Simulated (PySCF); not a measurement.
# Lu(SH)3: forces at shaken geometries

Aim: move all atoms of relaxed Lu(SH)3 at random and read energies and forces. The species was built from a template and needn't be a known compound.

Computed with PySCF 2.14.0. Level: BP86, Lu lcecp-1-SVP with ECP60, S def2-SVP, H def2-SVP; scalar-relativistic core potentials, no spin–orbit coupling.

1 further run of the same task is left out (for a known fault of the program).

### 1 The system as given

7 atoms, charge 0, spin multiplicity 1.

Bond lengths: Lu1–S2 2.534 Å, Lu1–S4 2.534 Å, Lu1–S6 2.534 Å, S2–H3 1.368 Å, S4–H5 1.368 Å, S6–H7 1.368 Å. Angles: S2–Lu1–S4 120.0°, S2–Lu1–S6 120.0°, S4–Lu1–S6 120.0°, Lu1–S2–H3 92.4°, Lu1–S4–H5 92.4°, Lu1–S6–H7 92.4°.

Coordinates:

```xyz
7
H3LuS3
Lu    0.0000    0.0000    0.9042
S     2.4966   -0.4310    0.9191
H     2.7866    0.9057    0.9094
S    -0.8751    2.3776    0.9191
H    -2.1777    1.9604    0.9094
S    -1.6215   -1.9466    0.9191
H    -0.6089   -2.8661    0.9094
```

Formal oxidation states: Lu +3. Each metal's 14 4f electrons lie in its core potential, so multiplicities, spins and levels count the valence alone. An earlier session relaxed this geometry at BP86, Lu lcecp-1-SVP with ECP60, S def2-SVP, H def2-SVP (singlet, point group C3h).

Its energy there is -1236.335699 Eh.

### 2 Atoms moved at random, σ = 0.1 Å

The input, run.py (the lines that set the calculation):

```python
mol = gto.M(atom='''
Lu    -0.20698    -0.04105     0.84748
S      2.58003    -0.43148     0.86958
H      2.95458     0.84263     0.84230
S     -1.01766     2.30501     0.96901
H     -2.10398     1.99469     0.91569
S     -1.73038    -1.91563     1.04689
H     -0.47561    -2.75416     0.89888''',
    basis={'Lu': 'lcecp-1-SVP', 'S': 'def2-SVP', 'H': 'def2-SVP'},
    ecp={'Lu': 'lcecp-1-SVP'},
    charge=0, spin=0)
mf = dft.RKS(mol, xc='B88,P86')
mf.grids.atom_grid = (50, 194)  # f atoms: unpruned, at least (60, 302)
mf = mf.density_fit()  # fitting sets: Lu AutoAux, S def2-universal-JKFIT, H def2-universal-JKFIT
mf.conv_tol = 1e-08; mf.max_cycle = 55
mf.kernel(dm0)  # dm0: the density of the relaxed state
```

Launch:

```
$ OMP_NUM_THREADS=2 python run.py
```

What it wrote:

```text
init E= -1236.30019434098
  HOMO = -0.23252693799512  LUMO = -0.134064862989316  gap/eV = 2.67929
cycle= 1 E= -1236.25726048891  delta_E= 0.0429  |g|= 0.211  |ddm|= 0.687
  HOMO = -0.170913036908544  LUMO = -0.118351166236529  gap/eV = 1.43028
cycle= 2 E= -1236.22451412253  delta_E= 0.0327  |g|= 0.363  |ddm|= 0.881
  HOMO = -0.216497531314884  LUMO = -0.120158229327998  gap/eV = 2.62153
cycle= 3 E= -1236.27429699118  delta_E= -0.0498  |g|= 0.0614  |ddm|= 0.578
  HOMO = -0.210455686015787  LUMO = -0.124382454718358  gap/eV = 2.34217
cycle= 4 E= -1236.27561675041  delta_E= -0.00132  |g|= 0.0227  |ddm|= 0.129
  HOMO = -0.212099815243479  LUMO = -0.122771819950486  gap/eV = 2.43074
cycle= 5 E= -1236.27577853883  delta_E= -0.000162  |g|= 0.0102  |ddm|= 0.0455
  HOMO = -0.212669749193249  LUMO = -0.123482229539949  gap/eV = 2.42692
cycle= 6 E= -1236.27581661026  delta_E= -3.81e-05  |g|= 0.00175  |ddm|= 0.0173
  HOMO = -0.212618641072392  LUMO = -0.123370585866958  gap/eV = 2.42856
cycle= 7 E= -1236.2758175921  delta_E= -9.82e-07  |g|= 0.000609  |ddm|= 0.00332
  HOMO = -0.21259314884197  LUMO = -0.123342525814742  gap/eV = 2.42863
cycle= 8 E= -1236.27581773448  delta_E= -1.42e-07  |g|= 0.000116  |ddm|= 0.00102
  HOMO = -0.212606875945387  LUMO = -0.123351290886351  gap/eV = 2.42877
cycle= 9 E= -1236.27581773912  delta_E= -4.64e-09  |g|= 2.42e-05  |ddm|= 0.000189
  HOMO = -0.212607441924526  LUMO = -0.123348932441502  gap/eV = 2.42885
Extra cycle  E= -1236.2758177389  delta_E= 2.24e-10  |g|= 3.35e-05  |ddm|= 7.76e-05
converged SCF energy = -1236.2758177389
```

It took 4.1 s on 2 threads of Arm Neoverse V2, shared host.

Result: E = -1236.275818 Eh (+1.629 eV from the relaxed state), HOMO -5.79 eV, LUMO -3.36 eV, Mulliken charge on Lu1 +0.60 e, largest force component 10.516 eV/Å. 

```csv
atom,Fx,Fy,Fz (eV/Å)
Lu1,2.748,0.517,-0.079
S2,-1.776,-0.927,0.004
H3,0.134,0.992,-0.026
S4,10.187,3.220,0.501
H5,-10.516,-2.858,-0.487
S6,1.156,-2.209,-0.154
H7,-1.933,1.266,0.241
```

### 3 Atoms moved at random, σ = 0.03 Å

The input, run.py (the lines that set the calculation):

```python
mol = gto.M(atom='''
Lu     0.02467    -0.00849     0.90937
S      2.49806    -0.44181     0.94319
H      2.75832     0.94613     0.89351
S     -0.81220     2.33692     0.89268
H     -2.18112     2.00286     0.92219
S     -1.62581    -1.98282     0.91409
H     -0.66192    -2.85278     0.91481''',
    basis={'Lu': 'lcecp-1-SVP', 'S': 'def2-SVP', 'H': 'def2-SVP'},
    ecp={'Lu': 'lcecp-1-SVP'},
    charge=0, spin=0)
mf = dft.RKS(mol, xc='B88,P86')
mf.grids.atom_grid = (50, 194)  # f atoms: unpruned, at least (60, 302)
mf = mf.density_fit()  # fitting sets: Lu AutoAux, S def2-universal-JKFIT, H def2-universal-JKFIT
mf.conv_tol = 1e-08; mf.max_cycle = 55
mf.kernel(dm0)  # dm0: the density of the relaxed state
```

Launch:

```
$ OMP_NUM_THREADS=2 python run.py
```

What it wrote:

```text
init E= -1236.33237254979
  HOMO = -0.234363250486769  LUMO = -0.118312169207552  gap/eV = 3.15791
cycle= 1 E= -1236.33029771378  delta_E= 0.00207  |g|= 0.0428  |ddm|= 0.179
  HOMO = -0.235352299920467  LUMO = -0.116135205060257  gap/eV = 3.24406
cycle= 2 E= -1236.32997848683  delta_E= 0.000319  |g|= 0.0522  |ddm|= 0.123
  HOMO = -0.233975086237204  LUMO = -0.117464742746453  gap/eV = 3.17041
cycle= 3 E= -1236.33094391599  delta_E= -0.000965  |g|= 0.00692  |ddm|= 0.0712
  HOMO = -0.234203363008723  LUMO = -0.116881943375375  gap/eV = 3.19248
cycle= 4 E= -1236.33095752053  delta_E= -1.36e-05  |g|= 0.00323  |ddm|= 0.0147
  HOMO = -0.234233076195487  LUMO = -0.11716091819838  gap/eV = 3.18570
cycle= 5 E= -1236.33096151305  delta_E= -3.99e-06  |g|= 0.000391  |ddm|= 0.00542
  HOMO = -0.234229392029171  LUMO = -0.11711955382108  gap/eV = 3.18672
cycle= 6 E= -1236.33096156109  delta_E= -4.8e-08  |g|= 0.000123  |ddm|= 0.00071
  HOMO = -0.234217226320091  LUMO = -0.117124055777492  gap/eV = 3.18627
cycle= 7 E= -1236.3309615668  delta_E= -5.7e-09  |g|= 3.21e-05  |ddm|= 0.00023
  HOMO = -0.234228285549324  LUMO = -0.117126384480532  gap/eV = 3.18651
Extra cycle  E= -1236.33096156613  delta_E= 6.67e-10  |g|= 5.3e-05  |ddm|= 0.000126
converged SCF energy = -1236.33096156613
```

Wall time 3.8 s (2 threads of Arm Neoverse V2, shared host).

Read off: E = -1236.330962 Eh (+0.129 eV from the relaxed state), HOMO -6.37 eV, LUMO -3.19 eV, Mulliken charge on Lu1 +0.61 e, largest force component 1.607 eV/Å. 

```csv
atom,Fx,Fy,Fz (eV/Å)
Lu1,-0.368,-0.686,0.003
S2,0.391,0.921,-0.039
H3,-0.161,-0.926,0.039
S4,-0.994,0.284,0.019
H5,0.901,0.158,-0.024
S6,-1.234,1.607,-0.001
H7,1.464,-1.359,0.003
```

### 4 Atoms moved at random, σ = 0.06 Å

The input, run.py (the lines that set the calculation):

```python
mol = gto.M(atom='''
Lu     0.00764    -0.00084     0.96474
S      2.43847    -0.49447     0.91503
H      2.74686     0.83093     0.85935
S     -0.84400     2.41645     0.99698
H     -2.09586     1.98588     0.86938
S     -1.68332    -1.84043     0.86099
H     -0.56979    -2.89752     0.92336''',
    basis={'Lu': 'lcecp-1-SVP', 'S': 'def2-SVP', 'H': 'def2-SVP'},
    ecp={'Lu': 'lcecp-1-SVP'},
    charge=0, spin=0)
mf = dft.RKS(mol, xc='B88,P86')
mf.grids.atom_grid = (50, 194)  # f atoms: unpruned, at least (60, 302)
mf = mf.density_fit()  # fitting sets: Lu AutoAux, S def2-universal-JKFIT, H def2-universal-JKFIT
mf.conv_tol = 1e-08; mf.max_cycle = 55
mf.kernel(dm0)  # dm0: the density of the relaxed state
```

Launch:

```
$ OMP_NUM_THREADS=2 python run.py
```

What it wrote:

```text
init E= -1236.30145065566
  HOMO = -0.243573059948853  LUMO = -0.128965224502451  gap/eV = 3.11864
cycle= 1 E= -1236.32134457862  delta_E= -0.0199  |g|= 0.0909  |ddm|= 0.316
  HOMO = -0.229020406436684  LUMO = -0.112405508003814  gap/eV = 3.17325
cycle= 2 E= -1236.319235641  delta_E= 0.00211  |g|= 0.117  |ddm|=  0.3
  HOMO = -0.233170229251021  LUMO = -0.117042446794908  gap/eV = 3.16000
cycle= 3 E= -1236.32452003072  delta_E= -0.00528  |g|= 0.0194  |ddm|= 0.182
  HOMO = -0.234681646329057  LUMO = -0.1159478899317  gap/eV = 3.23091
cycle= 4 E= -1236.32463687854  delta_E= -0.000117  |g|= 0.00649  |ddm|= 0.0363
  HOMO = -0.23487020202861  LUMO = -0.116682250564409  gap/eV = 3.21606
cycle= 5 E= -1236.32465280058  delta_E= -1.59e-05  |g|= 0.00138  |ddm|= 0.0119
  HOMO = -0.2347532750238  LUMO = -0.116595945228454  gap/eV = 3.21522
cycle= 6 E= -1236.32465340896  delta_E= -6.08e-07  |g|= 0.000657  |ddm|= 0.00283
  HOMO = -0.234774810051734  LUMO = -0.116593867960606  gap/eV = 3.21587
cycle= 7 E= -1236.3246535573  delta_E= -1.48e-07  |g|= 8.2e-05  |ddm|= 0.000949
  HOMO = -0.234780308096863  LUMO = -0.116596776596211  gap/eV = 3.21594
cycle= 8 E= -1236.32465356273  delta_E= -5.43e-09  |g|= 2.39e-05  |ddm|= 0.000127
  HOMO = -0.234778205202529  LUMO = -0.116595050503157  gap/eV = 3.21593
Extra cycle  E= -1236.32465356118  delta_E= 1.55e-09  |g|= 3.69e-05  |ddm|= 8.28e-05
converged SCF energy = -1236.32465356118
```

It took 4 s on 2 threads of Arm Neoverse V2, shared host.

Read off: E = -1236.324654 Eh (+0.301 eV from the relaxed state), HOMO -6.39 eV, LUMO -3.17 eV, Mulliken charge on Lu1 +0.59 e, largest force component 2.068 eV/Å. 

```csv
atom,Fx,Fy,Fz (eV/Å)
Lu1,-0.464,0.618,0.030
S2,0.542,-0.283,-0.007
H3,0.036,0.151,0.004
S4,1.056,0.072,0.076
H5,-0.964,-0.299,-0.086
S6,1.662,-2.068,0.102
H7,-1.868,1.809,-0.119
```

### 5 Results

| σ (Å) | energy rise (eV) | harmonic estimate −½ F·u (eV) | largest force component (eV/Å) |
| --- | --- | --- | --- |
| 0.1 | 1.629 | 1.821 | 10.52 |
| 0.03 | 0.129 | 0.133 | 1.61 |
| 0.06 | 0.301 | 0.265 | 2.07 |

Every displacement raises the energy. For a harmonic well the rise equals −½ F·u; the two differ by at most 12 % here (a move with σ = 0.06 Å), from anharmonicity, the grid and the small forces left at the relaxed point. The bases are small and lack diffuse functions. Spin–orbit coupling is left out.
